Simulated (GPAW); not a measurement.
Crystal: Cu3Ni.

```xyz
4
Lattice="1.3162 -2.0604 0.0000 1.3162 2.0604 0.0000 0.0000 0.0000 8.2459" Properties=species:S:1:pos:R:3 pbc="T T T"
Cu    1.3162    0.0000    2.0342
Cu    0.0000    0.0000    4.1229
Cu    1.3162    0.0000    6.2117
Ni    0.0000    0.0000    0.0000
```

The cell comes from a database or a generator and needn't be the stable form of this composition.

Base run:

```yaml
Program: GPAW 26.7.0
Functional: PBEsol
Potentials_or_basis: PAW data sets generated in the run's folder for this functional
Cutoff: 600 eV
Basis: pw
k_mesh: 12 × 12 × 4
Occupations: fermi-dirac, width 0.05 eV
Spin: collinear spin, ferromagnetic start
Starting_moments: "[0.6, 0.6, 0.6, 1.0] μB"
```

Its results: pressure 0.6 GPa; net moment 0.00 μB per cell; largest force 0.017 eV/Å.

The run is repeated on the same cell with these changes: k mesh from 12 × 12 × 4 to 8 × 8 × 2. What comes out?

Pressure 0.6 GPa; net moment 0.21 μB per cell; site moments Cu -0.00; Ni +0.24 μB; largest force 0.005 eV/Å.

Caveats: some runs use coarse meshes; with this Cu data set, volumes or pressures lay over 1.5 % or 2 GPa off other programs in two to four cells of ten; the stock nickel data set gives pressures a few GPa off other programs.

Not every run made on this cell is shown here.
